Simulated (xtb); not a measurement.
# Si3NH9Se (SMILES [SiH3]N([SiH3])[SiH2][SeH]) at GFN2-xTB

We compute an optimisation with harmonic vibrations of Si3NH9Se. 

The calculation is run with xtb 6.7.1.

14 further runs of the same task are left out: 14 set aside as unsound or not needed.

### Step 1. Starting point

Si3NH9Se: 14 atoms, total charge 0, spin state singlet. As SMILES, `[SiH3]N([SiH3])[SiH2][SeH]`. Geometry: a GFN2-xTB relaxation, a rough one for these elements and not checked as a minimum. This is one conformer, not always the lowest. The run starts from this shape.

Bond lengths: Si1–N2 1.753 Å, N2–Si3 1.751 Å, N2–Si4 1.732 Å, Si4–Se5 2.279 Å, Si1–H6 1.458 Å, Si1–H7 1.461 Å, Si1–H8 1.467 Å, Si3–H9 1.458 Å, Si3–H10 1.459 Å, Si3–H11 1.465 Å, Si4–H12 1.463 Å, Si4–H13 1.455 Å, Se5–H14 1.435 Å. Some angles: Si1–N2–Si3 119.4°, Si1–N2–Si4 121.5°, Si3–N2–Si4 117.4°, N2–Si4–Se5 114.0°, N2–Si1–H6 106.8°, N2–Si1–H7 108.0°, N2–Si1–H8 109.0°, N2–Si3–H9 107.2°, N2–Si3–H10 107.3°, N2–Si3–H11 109.0°.

### Step 2. An optimisation with harmonic vibrations at GFN2-xTB

The input, mol.xyz:

```xyz
14

Si    -1.67089     0.09179     0.29942
N      0.08192     0.09940     0.29191
Si     0.94878    -0.02828     1.80832
Si     0.98081    -0.16859    -1.16362
Se     0.17663     0.95988    -2.97294
H     -2.09096     0.73796     1.53709
H     -2.13047     0.83598    -0.87085
H     -2.14155    -1.29617     0.23631
H      0.19430     0.72762     2.80079
H      2.27694     0.53892     1.59801
H      1.05443    -1.44178     2.17841
H      0.98412    -1.58720    -1.52065
H      2.31963     0.38137    -1.01626
H     -0.98369     0.14910    -3.20593
```

Run with:

```
$ xtb mol.xyz --ohess vtight > mol.out
```

What values should one expect? Wanted: total energy at the end; dipole moment; HOMO energy; LUMO energy; HOMO–LUMO gap; dispersion energy; mean polarisability; lowest harmonic wavenumber; highest harmonic wavenumber.

Answer, from the run:

Level: GFN2-xTB.

| quantity | value |
| --- | --- |
| total energy at the end | -15.97343 Eh |
| dipole moment | 3.76 D |
| HOMO energy | -10.23 eV |
| LUMO energy | -6.03 eV |
| HOMO–LUMO gap | 4.19 eV |
| dispersion energy | -36.33 kJ/mol |
| mean polarisability (D4 model) | 123.6 bohr³ |
| lowest harmonic wavenumber | 19 cm⁻¹ |
| highest harmonic wavenumber | 2290 cm⁻¹ |
| zero-point energy | 204.1 kJ/mol |

**Reading.** At the final geometry: Bond lengths: Si1–N2 1.756 Å, N2–Si3 1.750 Å, N2–Si4 1.729 Å, Si4–Se5 2.279 Å, Si1–H6 1.459 Å, Si1–H7 1.461 Å, Si1–H8 1.466 Å, Si3–H9 1.462 Å, Si3–H10 1.460 Å, Si3–H11 1.461 Å, Si4–H12 1.462 Å, Si4–H13 1.459 Å, Se5–H14 1.432 Å. Some angles: Si1–N2–Si3 119.3°, Si1–N2–Si4 122.6°, Si3–N2–Si4 118.0°, N2–Si4–Se5 112.4°, N2–Si1–H6 106.2°, N2–Si1–H7 109.0°, N2–Si1–H8 107.8°, N2–Si3–H9 108.5°, N2–Si3–H10 106.6°, N2–Si3–H11 108.0°. All 36 modes are real, though the softest (19 cm⁻¹) is within numerical noise. Mulliken charges run from -0.51 on N2 to +0.55 on Si4.
